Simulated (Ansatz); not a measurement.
A first try at an SCF with some post-processing of SnTe₃, space group Fm-3m, using Ansatz's Python interface.

`snte3.vasp`
```text
SnTe3
1.0
   0.00000000    3.86121900    3.86121900
   3.86121900    0.00000000    3.86121900
   3.86121900    3.86121900    0.00000000
Sn Te
1 3
Direct
   0.00000000    0.00000000    0.00000000
   0.25000000    0.25000000    0.25000000
   0.75000000    0.75000000    0.75000000
   0.50000000    0.50000000    0.50000000
```

Interactive session:
```pycon
>>> from collections import Counter
>>> from pathlib import Path
>>> import ansatz as az
>>> from ase.data import atomic_numbers
>>> from ase.io import read
>>> from ase.io.cube import read_cube_data
>>> from ase.units import Bohr
>>> import numpy as np
>>> from pymatgen.core import Structure
>>> import spglib
>>> atoms = read("snte3.vasp", format="vasp")
>>> crystal = az.Crystal.from_ase(atoms)
>>> [site.symbol for site in crystal.resolved().sites]
['Sn', 'Te', 'Te', 'Te']
>>> base = (
...     crystal.calculation()
...     .functional("lda")
...     .basis(17 * az.Ha)
...     .kpoints(spacing=0.44)
...     .occupations(az.OccupationsMethod.FIXED)
...     .compute(density=True, output_files={"volumetric_format": "cube"}, band_table=True, stress=True)
... )
>>> result = base.run(threads=1)
RunWarning: iter 1: σ=0 fill of 31 bands saw a band overlap (occupied 10.9341 eV > unoccupied 8.6853 eV) — on an unconverged iterate often a transient of an unconverged empty band; one that stands at the close is told there (band_overlap_at_count); if the run [...]
RunWarning: a fill by count may have filled part of one level: at k-index 2 the highest filled band, 10.966457 eV, and the lowest empty band, 10.966457 eV, stand 3.553e-15 eV apart, within the solve's uncertainty, 3.162e-4 eV. If they are one level, whatever [...]
RunWarning: the bands overlap at the fill by count (31 filled at each k-point of a channel): the highest filled level, 10.966457 eV at k-index 2, stands 2.2743 eV over the lowest empty one, 8.692117 eV at k-index 0, so that a fill of the lowest levels lies [...]
>>> data = result.report
>>> data["n_electrons"]
62.0
>>> data["kweights"]
[0.015625, 0.125, 0.0625, 0.09375, 0.375, 0.1875, 0.046875, 0.09375]
>>> result.lattice.cell_ang
array([[0.      , 3.861219, 3.861219],
       [3.861219, 0.      , 3.861219],
       [3.861219, 3.861219, 0.      ]])
>>> n_atoms = len(data["lattice"]["sites"])
>>> print("F =", round(data["free_energy_ev"], 4), "eV for", n_atoms, "atoms")
F = -26359.9381 eV for 4 atoms
>>> print("E(sigma -> 0) =", round(data["energy_sigma0_ev"], 4), "eV, TS =", round(data["entropy_ts_ev"], 5), "eV")
E(sigma -> 0) = -26359.9381 eV, TS = 0.0 eV
>>> print("closed by", data["closed_by"], "after", data["n_iterations"], "iterations")
closed by deck_thresholds after 7 iterations
>>> # cube files hold the density in electrons per cubic bohr
>>> folder = Path(result.write_results("cubes"))
>>> print("\n".join((folder / "rho.cube").read_text().splitlines()[: 6 + 4]))
ansatz rho
values in e/bohr^3 (x slowest, z fastest)
    4    0.000000    0.000000    0.000000
   40    0.000000    0.182416    0.182416
   40    0.182416    0.000000    0.182416
   40    0.182416    0.182416    0.000000
   50   50.000000    0.000000    0.000000    0.000000
   52   52.000000    3.648323    3.648323    3.648323
   52   52.000000   10.944970   10.944970   10.944970
   52   52.000000    7.296646    7.296646    7.296646
>>> values, cube_atoms = read_cube_data(str(folder / "rho.cube"))
>>> print("electrons from the file:", round(values.mean() * cube_atoms.get_volume() / Bohr ** 3, 3))
electrons from the file: 62.0
>>> table = np.array(data["eigenvalues_ev"]) - data["fermi_energy_ev"]
>>> filling = np.array(data["occupations"])
>>> weights = np.tile(data["kweights"], len(table) // len(data["kweights"]))
>>> print("band   lowest  highest (eV from E_F)  electrons")
band   lowest  highest (eV from E_F)  electrons
>>> for band in range(table.shape[1]):
...     if table[:, band].max() > -10:
...         print(f"{band + 1:4d} {table[:, band].min():8.3f} {table[:, band].max():8.3f} {weights @ filling[:, band]:18.4f}")
...
  23  -11.714   -9.986             2.0000
  24   -8.411   -5.944             2.0000
  25   -5.991   -3.685             2.0000
  26   -5.991   -3.685             2.0000
  27   -4.330   -1.948             2.0000
  28   -3.996   -1.424             2.0000
  29   -3.643   -0.747             2.0000
  30   -3.643   -0.672             2.0000
  31   -2.274    0.000             2.0000
  32   -2.274    0.000             0.0000
  33   -2.274    0.897             0.0000
  34    1.354    2.748             0.0000
  35    1.354    2.860             0.0000
  36    2.126    3.591             0.0000
  37    3.308    7.160             0.0000
  38    3.591    7.403             0.0000
>>> print("electrons counted from the table:", round(float(weights @ filling.sum(axis=1)), 5))
electrons counted from the table: 62.0
>>> spg_cell = (result.lattice.cell_ang, [s.position_frac for s in result.lattice.sites], [atomic_numbers[s.symbol] for s in result.lattice.sites])
>>> # space group as spglib finds it
>>> found = spglib.get_symmetry_dataset(spg_cell, symprec=1e-3)
>>> print(found.international, found.number, "point group", found.pointgroup)
Fm-3m 225 point group m-3m
>>> for site, letter, group in zip(result.lattice.sites, found.wyckoffs, found.site_symmetry_symbols):
...     print(f"  {site.symbol:2s} Wyckoff {letter}  site symmetry {group}")
...
  Sn Wyckoff a  site symmetry m-3m
  Te Wyckoff c  site symmetry -43m
  Te Wyckoff c  site symmetry -43m
  Te Wyckoff b  site symmetry m-3m
>>> final = Structure(result.lattice.cell_ang, [s.symbol for s in result.lattice.sites], [s.position_frac for s in result.lattice.sites])
>>> # shortest distances, periodic images included
>>> shortest = {}
>>> for site, neighbours in zip(final, final.get_all_neighbors(5.0)):
...     for other in neighbours:
...         pair = "-".join(sorted((site.specie.symbol, other.specie.symbol)))
...         shortest[pair] = min(shortest.get(pair, 9e9), other.nn_distance)
...
>>> for pair, distance in sorted(shortest.items(), key=lambda item: item[1]):
...     print(f"shortest {pair:6s} {distance:.4f} A")
...
shortest Sn-Te  3.3439 A
shortest Te-Te  3.3439 A
>>> for term in (az.EnergyTerm.SMEARING, az.EnergyTerm.DISPERSION):
...     print(f"F without {term.name.lower()}: {az.free_energy_without(data, term):.5f} eV")
...
F without smearing: -26359.93808 eV
F without dispersion: -26359.93808 eV
>>> # principal values and the von Mises stress of the deviator
>>> principal = np.linalg.eigvalsh(np.array(data["stress_gpa"]))
>>> mises = np.sqrt(0.5 * sum((principal[i] - principal[i - 1]) ** 2 for i in range(3)))
>>> print("principal stresses (GPa, compression positive):", np.round(principal, 3))
principal stresses (GPa, compression positive): [-2.644 -2.644 -2.644]
>>> print(f"mean {principal.mean():.3f} GPa, von Mises {mises:.3f} GPa, PV = {principal.mean() * data['setup']['cell_volume_ang3'] / 160.21766:.4f} eV")
mean -2.644 GPa, von Mises 0.000 GPa, PV = -1.8999 eV
```

The session ran to its end, but the result can't be trusted. Why?

The fault: fixed occupations, though the bands overlap at this level of theory. The correction:

```diff
--- before
+++ after
@@
     .kpoints(spacing=0.44)
-    .occupations(az.OccupationsMethod.FIXED)
+    .occupations("fermi_dirac", width=0.1)
     .compute(density=True, output_files={"volumetric_format": "cube"}, band_table=True, stress=True)
```

At the Python prompt:
```pycon
[earlier lines as before]
>>> base = (
...     crystal.calculation()
...     .functional("lda")
...     .basis(17 * az.Ha)
...     .kpoints(spacing=0.44)
...     .occupations("fermi_dirac", width=0.1)
...     .compute(density=True, output_files={"volumetric_format": "cube"}, band_table=True, stress=True)
... )
>>> result = base.run(threads=1)

>>> data = result.report
>>> data["n_electrons"]
62.0
>>> data["kweights"]
[0.015625, 0.125, 0.0625, 0.09375, 0.375, 0.1875, 0.046875, 0.09375]
>>> result.lattice.cell_ang
array([[0.      , 3.861219, 3.861219],
       [3.861219, 0.      , 3.861219],
       [3.861219, 3.861219, 0.      ]])
>>> n_atoms = len(data["lattice"]["sites"])
>>> print("F =", round(data["free_energy_ev"], 4), "eV for", n_atoms, "atoms")
F = -26360.6628 eV for 4 atoms
>>> print("E(sigma -> 0) =", round(data["energy_sigma0_ev"], 4), "eV, TS =", round(data["entropy_ts_ev"], 5), "eV")
E(sigma -> 0) = -26360.5977 eV, TS = 0.13017 eV
>>> print("closed by", data["closed_by"], "after", data["n_iterations"], "iterations")
closed by deck_thresholds after 6 iterations
>>> # cube files hold the density in electrons per cubic bohr
>>> folder = Path(result.write_results("cubes"))
>>> print("\n".join((folder / "rho.cube").read_text().splitlines()[: 6 + 4]))
ansatz rho
values in e/bohr^3 (x slowest, z fastest)
    4    0.000000    0.000000    0.000000
   40    0.000000    0.182416    0.182416
   40    0.182416    0.000000    0.182416
   40    0.182416    0.182416    0.000000
   50   50.000000    0.000000    0.000000    0.000000
   52   52.000000    3.648323    3.648323    3.648323
   52   52.000000   10.944970   10.944970   10.944970
   52   52.000000    7.296646    7.296646    7.296646
>>> values, cube_atoms = read_cube_data(str(folder / "rho.cube"))
>>> print("electrons from the file:", round(values.mean() * cube_atoms.get_volume() / Bohr ** 3, 3))
electrons from the file: 62.0
>>> table = np.array(data["eigenvalues_ev"]) - data["fermi_energy_ev"]
>>> filling = np.array(data["occupations"])
>>> weights = np.tile(data["kweights"], len(table) // len(data["kweights"]))
>>> print("band   lowest  highest (eV from E_F)  electrons")
band   lowest  highest (eV from E_F)  electrons
>>> for band in range(table.shape[1]):
...     if table[:, band].max() > -10:
...         print(f"{band + 1:4d} {table[:, band].min():8.3f} {table[:, band].max():8.3f} {weights @ filling[:, band]:18.4f}")
...
  23  -11.301   -9.633             2.0000
  24   -7.951   -5.467             2.0000
  25   -5.585   -3.274             2.0000
  26   -5.585   -3.274             2.0000
  27   -3.925   -1.581             2.0000
  28   -3.594   -1.002             2.0000
  29   -3.269   -0.334             1.9933
  30   -3.269   -0.256             1.9862
  31   -1.834    0.388             1.1119
  32   -1.834    0.388             0.7730
  33   -1.834    1.287             0.1356
  34    1.794    3.166             0.0000
  35    1.794    3.278             0.0000
  36    2.566    4.007             0.0000
  37    3.725    7.558             0.0000
  38    4.007    7.816             0.0000
>>> print("electrons counted from the table:", round(float(weights @ filling.sum(axis=1)), 5))
electrons counted from the table: 62.0
>>> spg_cell = (result.lattice.cell_ang, [s.position_frac for s in result.lattice.sites], [atomic_numbers[s.symbol] for s in result.lattice.sites])
>>> # space group as spglib finds it
>>> found = spglib.get_symmetry_dataset(spg_cell, symprec=1e-3)
>>> print(found.international, found.number, "point group", found.pointgroup)
Fm-3m 225 point group m-3m
>>> for site, letter, group in zip(result.lattice.sites, found.wyckoffs, found.site_symmetry_symbols):
...     print(f"  {site.symbol:2s} Wyckoff {letter}  site symmetry {group}")
...
  Sn Wyckoff a  site symmetry m-3m
  Te Wyckoff c  site symmetry -43m
  Te Wyckoff c  site symmetry -43m
  Te Wyckoff b  site symmetry m-3m
>>> final = Structure(result.lattice.cell_ang, [s.symbol for s in result.lattice.sites], [s.position_frac for s in result.lattice.sites])
>>> # shortest distances, periodic images included
>>> shortest = {}
>>> for site, neighbours in zip(final, final.get_all_neighbors(5.0)):
...     for other in neighbours:
...         pair = "-".join(sorted((site.specie.symbol, other.specie.symbol)))
...         shortest[pair] = min(shortest.get(pair, 9e9), other.nn_distance)
...
>>> for pair, distance in sorted(shortest.items(), key=lambda item: item[1]):
...     print(f"shortest {pair:6s} {distance:.4f} A")
...
shortest Sn-Te  3.3439 A
shortest Te-Te  3.3439 A
>>> for term in (az.EnergyTerm.SMEARING, az.EnergyTerm.DISPERSION):
...     print(f"F without {term.name.lower()}: {az.free_energy_without(data, term):.5f} eV")
...
F without smearing: -26360.53265 eV
F without dispersion: -26360.66282 eV
>>> # principal values and the von Mises stress of the deviator
>>> principal = np.linalg.eigvalsh(np.array(data["stress_gpa"]))
>>> mises = np.sqrt(0.5 * sum((principal[i] - principal[i - 1]) ** 2 for i in range(3)))
>>> print("principal stresses (GPa, compression positive):", np.round(principal, 3))
principal stresses (GPa, compression positive): [-3.475 -3.475 -3.475]
>>> print(f"mean {principal.mean():.3f} GPa, von Mises {mises:.3f} GPa, PV = {principal.mean() * data['setup']['cell_volume_ang3'] / 160.21766:.4f} eV")
mean -3.475 GPa, von Mises 0.000 GPa, PV = -2.4974 eV
```

What to keep in mind:
- Absolute energies stand on the zero of these potentials, so only differences at equal settings mean something. A total without «per atom» is that of the cell as typed.
- The computed bands are complete only to about 4.0 eV above the Fermi level.
- The mesh is modest for a metal, so energies can be off by several to tens of meV an atom and pressures by half a GPa or more; differences at equal mesh fare better.
- Densities and potentials on the grid are those of the valence electrons, and inside the cores they hang on the potentials used.
- This cell is a computed structure, which may not be the phase found in nature.
- Levels are Kohn-Sham eigenvalues on this mesh, without spin-orbit coupling.
- Hardware and time: 2.8 s on 1 thread of Arm Neoverse V2, on a shared host, peak memory 0.49 GiB.

(A comment or docstring line of the script was reworded after the run, the code is as it ran; lines on the test bed's own set-up are left out of the output.)
